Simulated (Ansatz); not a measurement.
**ClF₂HSeZr: up Jacob's ladder to CCSD(T)**

One table from this session's results is given with a row withheld; the runs are named, their logs left out.

Computed with Ansatz 0.2.0, Gaussian basis. Level: functionals in def2-TZVPP, the program's frozen cores in correlated methods.

The runs, in order: LDA (SPW92), PBE-D4, revPBE-D4, BLYP-D4, r2SCAN-D4, B97M-V, PBE0-D4, B3LYP-D4, r2SCANh-D4, r2SCAN0-D4, HSE06-D4, BHLYP-D4, CAM-B3LYP-D4, LC-ωPBE, ωB97X-V, ωB97M-V, B2PLYP, PBE-QIDH; CCSD(T)/def2-SVP; CCSD(T)/def2-TZVPP; MP2/def2-QZVPP; extrapolation to the limit; RPA on PBE.

### Structure used throughout

The geometry comes from an earlier relaxation with PBE0-D4 in a triple-zeta def2 set; it is a stationary point. Zr takes the def2 core potential; no spin-orbit term is included.

SMILES `[F][Zr]([F])([Cl])[SeH]`, 6 atoms, charge 0, spin multiplicity 1.

Atoms are counted from 1 here; the program's logs count them from 0.

Bond lengths: F1–Zr2 1.885 Å, Zr2–F3 1.882 Å, Zr2–Cl4 2.336 Å, Zr2–Se5 2.566 Å, Se5–H6 1.475 Å. Angles: F1–Zr2–F3 112.5°, F1–Zr2–Cl4 108.6°, F1–Zr2–Se5 108.5°, F3–Zr2–Cl4 110.1°, F3–Zr2–Se5 106.9°, Cl4–Zr2–Se5 110.3°, Zr2–Se5–H6 87.2°.

Set-up of the first run:

Input file in.yaml:

```yaml
crystal:
  periodic: [false, false, false]
  atoms:
    - {symbol: F, position_ang: [-0.503273, -1.059128, 1.600897]}
    - {symbol: Zr, position_ang: [0.318755, -0.503384, -0.001914]}
    - {symbol: F, position_ang: [2.160706, -0.888811, -0.038889]}
    - {symbol: Cl, position_ang: [-0.756053, -1.550335, -1.791947]}
    - {symbol: Se, position_ang: [0.086081, 2.045307, -0.193471]}
    - {symbol: H, position_ang: [-1.264117, 1.892351, 0.379124]}
basis:
  gaussian: {orbitals: def2-TZVPP}
hamiltonian: {xc: lda}
output: {orbitals: {seedname: orbitals}}
```

Launch:

```console
> ansatz run in.yaml --threads 4 --pin off --events-out ev --progress --plain --max-ram 10444MiB
```

Among the steps run: LDA; PBE-D4 (GGA); revPBE-D4 (GGA); BLYP-D4 (GGA); r2SCAN-D4 (meta-GGA); B97M-V (meta-GGA); B3LYP-D4 (hybrid); r2SCANh-D4 (hybrid); r2SCAN0-D4 (hybrid); HSE06-D4 (hybrid); BHLYP-D4 (hybrid); CAM-B3LYP-D4 (range-separated); LC-ωPBE (range-separated); ωB97X-V (range-separated); ωB97M-V (range-separated); B2PLYP (double hybrid); PBE-QIDH (double hybrid).

One of the session's tables, all rows but one given; the rest of the session is left out.

It belongs to the step «Frontier levels by functional». 

```
  functional  HOMO (eV)  LUMO (eV)  gap (eV)
 LDA (SPW92)      -6.83      -3.24      3.59
      PBE-D4      -6.64      -2.98      3.66
   revPBE-D4      -6.58      -2.88      3.69
     BLYP-D4      -6.47      -2.86      3.61
   r2SCAN-D4      -6.93      -2.84      4.10
      B97M-V      -6.94      -2.79      4.15
     PBE0-D4      -7.78      -2.15      5.63
    B3LYP-D4      -7.54      -2.37      5.17
  r2SCANh-D4      -7.35      -2.52      4.82
  r2SCAN0-D4      -7.97      -2.05      5.92
    HSE06-D4      -7.39      -2.53      4.86
    BHLYP-D4          ?          ?         ?
CAM-B3LYP-D4      -9.01      -1.03      7.98
     LC-ωPBE     -10.33       0.11     10.44
     ωB97X-V      -9.99       0.04     10.03
     ωB97M-V      -9.85      -0.03      9.83
```

Estimate the missing values for BHLYP-D4.

Worked estimate for «HOMO (eV)». Against the share of exact exchange, BLYP-D4 (0, -6.47), B3LYP-D4 (0.2, -7.54) give a slope of -5.35 per unit share; at 0.5 the line stands at -9.14.

**Answer.** HOMO (eV): -8.75; LUMO (eV): -1.16; gap (eV): 7.59. In «HOMO (eV)» the line misses by -0.39.
